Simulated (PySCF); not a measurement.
# H7NOSi2: the cost of one run

Programs: PySCF 2.14.0, with density-fitted response routines of our own. Each step states its level of theory. These are calculated values for one molecule in the gas phase, unless marked as measured. Atoms count from 0, in the outputs and in this text.

### 1 The starting structure

11 atoms, charge 0, multiplicity 1; geometry from: PBE0-D3(BJ)/def2-SVP.

Bonds of the start (Å): N0–Si1 1.74, Si1–Si2 2.35, Si2–O3 1.67, N0–H4 1.01, N0–H5 1.01, Si1–H6 1.51, Si1–H7 1.50, Si2–H8 1.50, Si2–H9 1.49, O3–H10 0.96.

### 2 Core holes by ΔSCF: SCAN, X2C

The job: settings as JSON, then the geometry in Å.

```
{"job": {"kind": "xps"}, "charge": 0, "multiplicity": 1}
N     -1.908267    -0.193266    -0.871941
Si    -0.788487    -0.191898     0.454277
Si     1.379587    -0.067441    -0.441960
O      2.510997     0.260244     0.748645
H     -1.820975     0.507352    -1.599434
H     -2.882481    -0.426748    -0.714820
H     -0.933854     0.930159     1.455301
H     -0.993271    -1.454295     1.230321
H      1.382190     0.981969    -1.519515
H      1.797019    -1.355378    -1.064510
H      2.292780     0.982172     1.345162
```

With the program's defaults for keys left out, this is: delta-SCF UKS SCAN, pcX-2 on the ionised atom, pcseg-1 elsewhere, spin-free X2C.

On the command line:

```sh
OMP_NUM_THREADS=1 python probes_run.py task.json out
```

This one command runs all jobs of the session in turn.

Q: Estimate the wall time and peak memory of this first job on 1 thread of Arm Neoverse V1, shared host.

About 28 s, with a peak of 0.49 GiB.
